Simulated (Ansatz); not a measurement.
**CH8N2Si: basis-set convergence**

The task here is to estimate one member of a computed series from the others.

Method: one geometry, several basis sets; program: Ansatz 0.2.0, Gaussian basis.

Levels to be run: PBE0-D4/def2-SVP; ωB97M-V/def2-SVP; PBE0-D4/def2-QZVPP; ωB97M-V/def2-QZVPP; the functionals' def2-TZVPP values are taken from earlier runs.

## The geometry

The geometry comes from an earlier relaxation with PBE0-D4 in a triple-zeta def2 set; it is a stationary point, not always the lowest conformer.

SMILES `C[SiH](N)N`, 12 atoms, charge 0, spin multiplicity 1.

Atoms are counted from 1 here; the program's logs count them from 0.

Bond lengths: C1–Si2 1.868 Å, C1–H5 1.093 Å, C1–H6 1.093 Å, C1–H7 1.094 Å, Si2–N3 1.714 Å, Si2–N4 1.717 Å, Si2–H8 1.496 Å, N3–H9 1.007 Å, N3–H10 1.006 Å, N4–H11 1.006 Å, N4–H12 1.007 Å. Angles: Si2–C1–H5 111.2°, Si2–C1–H6 110.4°, Si2–C1–H7 111.4°, H5–C1–H6 108.1°, H5–C1–H7 108.1°, H6–C1–H7 107.5°, C1–Si2–N3 117.3°, C1–Si2–N4 105.8°, C1–Si2–H8 108.0°, N3–Si2–N4 106.7°, N3–Si2–H8 103.2°, N4–Si2–H8 116.3°, Si2–N3–H9 121.8°, Si2–N3–H10 120.8°, H9–N3–H10 112.1°, Si2–N4–H11 120.6°, Si2–N4–H12 120.3°, H11–N4–H12 111.5°.

The first run:

Contents of in.yaml:

```yaml
crystal:
  periodic: [false, false, false]
  atoms:
    - {symbol: C, position_ang: [-0.816424, 1.260394, -0.464592]}
    - {symbol: Si, position_ang: [-0.142330, -0.286049, 0.337493]}
    - {symbol: N, position_ang: [1.339390, -0.148586, 1.187760]}
    - {symbol: N, position_ang: [0.123782, -1.399020, -0.942071]}
    - {symbol: H, position_ang: [-0.114417, 1.661929, -1.200250]}
    - {symbol: H, position_ang: [-0.998455, 2.031891, 0.287778]}
    - {symbol: H, position_ang: [-1.765553, 1.064870, -0.972760]}
    - {symbol: H, position_ang: [-1.106736, -0.713448, 1.397793]}
    - {symbol: H, position_ang: [2.189565, 0.134081, 0.728920]}
    - {symbol: H, position_ang: [1.351637, 0.061050, 2.171232]}
    - {symbol: H, position_ang: [-0.478307, -1.407198, -1.748490]}
    - {symbol: H, position_ang: [0.494848, -2.315015, -0.748913]}
basis:
  gaussian: {orbitals: def2-SVP}
hamiltonian: {xc: pbe0, dispersion: d4}
output: {orbitals: {seedname: orbitals}}
```

Steps of the session up to this table: PBE0-D4 in def2-SVP; ωB97M-V in def2-SVP; PBE0-D4 in def2-QZVPP; ωB97M-V in def2-QZVPP.

One of the session's tables, all rows but one given; the rest of the session is left out.

It belongs to the step «Density functionals: the series». 

| functional | basis | HOMO (eV) | LUMO (eV) |
| --- | --- | --- | --- |
| PBE0-D4 | def2-SVP | -6.75 | 1.82 |
| PBE0-D4 | def2-TZVPP | -7.02 | 1.06 |
| PBE0-D4 | def2-QZVPP | -7.07 | 0.57 |
| ωB97M-V | def2-SVP | -9.10 | 3.42 |
| ωB97M-V | def2-TZVPP | -9.37 | 2.43 |
| ωB97M-V | def2-QZVPP | ? | ? |

**Question.** Estimate the row for ωB97M-V, def2-QZVPP.

The run gave: HOMO (eV): -9.42; LUMO (eV): 1.68. In the column «HOMO (eV)» it is the lowest.
